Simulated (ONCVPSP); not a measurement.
# Pseudopotential generation for copper: ONCV, PBE

Task: generate the file, and judge it by its errors in other configurations, its logarithmic derivatives, its ghosts and its cutoff.

The numbers are computed with ONCVPSP 4.0.1 (PBE, scalar-relativistic, spin-unpolarised reference atom).

## Step 1: The atom and the settings

The settings as typed:

* element: copper (Cu, Z = 29)
* type: optimised norm-conserving Vanderbilt (ONCV)
* frozen core: [Ne]
* valence charge: 19
* reference configuration: 3s2 3p6 3d10 4s0.5 (charge +0.5)
* partial waves: 3s+4s: rc 0.95 bohr, ncon 4, nbas 9, qcut 15.6 1/bohr, 3 projectors, debl 2.3 Ha; 3p: rc 1.15 bohr, ncon 3, nbas 6, qcut 13.2 1/bohr, 3 projectors, debl 1.4 Ha; 3d: rc 1.45 bohr, ncon 4, nbas 9, qcut 11.8 1/bohr, 2 projectors, debl 3 Ha
* local potential: polynomial inside 0.85 bohr (lpopt 5, dvloc0 0 Ha)
* core correction: Teter function, fcfact 5.25, rcfact 1.55

The nodes and maxima of the atom's own shells, from an earlier all-electron run, set the scale for the radii.

All-electron outer shells of the reference configuration (PBE, scalar-relativistic, ld1.x):

```tsv
shell	level (eV)	outermost node (bohr)	outermost maximum (bohr)
2p	-920.96	–	0.16
3s	-118.78	0.29	0.61
3p	-76.24	0.26	0.62
3d	-9.13	–	0.60
4s	-8.10	0.89	2.19
4p	-3.42	0.97	3.10
```

## Step 2: Generation

Input file Cu.dat:

```
# ATOM AND REFERENCE CONFIGURATION
# atsym  z   nc   nv     iexc    psfile
  Cu 29.00    3    4        4      upf
#
#   n    l    f
    1    0    2.00
    2    0    2.00
    2    1    6.00
    3    0    2.00
    3    1    6.00
    3    2   10.00
    4    0    0.50
#
# PSEUDOPOTENTIAL AND OPTIMIZATION
# lmax
    2
#
#   l,   rc,      ep,       ncon, nbas, qcut
    0    0.95    0.00    4    9   15.60
    1    1.15    0.00    3    6   13.20
    2    1.45    0.00    4    9   11.80
#
# LOCAL POTENTIAL
# lloc, lpopt,  rc(5),   dvloc0
    4    5    0.85    0.00
#
# VANDERBILT-KLEINMAN-BYLANDER PROJECTORs
# l, nproj, debl
    0    3    2.30
    1    3    1.40
    2    2    3.00
#
# MODEL CORE CHARGE
# icmod, fcfact, rcfact
    3    5.25    1.55
#
# LOG DERIVATIVE ANALYSIS
# epsh1, epsh2, depsh
   -6.00    5.00    0.04
#
# OUTPUT GRID
# rlmax, drl
    6.00    0.01
#
# TEST CONFIGURATIONS
# ncnf
    4
# nvcnf
#   n    l    f
    4
    3    0    2.00
    3    1    6.00
    3    2   10.00
    4    0    1.00
#
    4
    3    0    2.00
    3    1    6.00
    3    2   10.00
    4    0    0.00
#
    4
    3    0    2.00
    3    1    6.00
    3    2    9.00
    4    0    0.00
#
    4
    3    0    1.00
    3    1    6.00
    3    2   10.00
    4    0    1.00
#
```

Command:

```
$ oncvpsp.x < Cu.dat > Cu.out
```

**Question.** What will these runs give? Wanted: cutoffs for 1 and 0.1 mHa per electron, occupied waves; bound ghosts; GHOST(+) flags; largest test error; largest phase difference near zero energy, channels read; rms error of d²Exc/dn², without and with the model core; projector energies reset by the program.

The runs gave:

```
                                                quantity                           value
  cutoffs for 1 and 0.1 mHa per electron, occupied waves                 76 Ha and 89 Ha
                                            bound ghosts                      none found
                                          GHOST(+) flags                    s at 1304 eV
                            largest test error (AE − PS)  -197 meV, for 3s1 3p6 3d10 4s1
largest phase difference near zero energy, channels read                       0.000 rad
 rms error of d²Exc/dn², without and with the model core               1.14 and 1.65 mHa
                 projector energies reset by the program      p: -2.802, 0.250, 1.650 Ha
```

In words: The worst unpolarised test, 3s1 3p6 3d10 4s1, is off by 197 meV on 119.1 eV; by total energies transferability rates as fair for so large an energy. That test lies far up in energy; among those under 40 eV, nearer to bonding, the largest error is 5.0 meV. It counts as very hard, with 76 Ha needed at the looser tolerance. At the looser tolerance the 3s wave is the slowest; 4s needs 60 Ha. The program's ghost test flags no bound state. Near zero energy the phases of the channels with partial waves agree within 0.001 rad. The program also flags highly localised states, GHOST(+) (s). All of this concerns the isolated atom, not yet a solid.
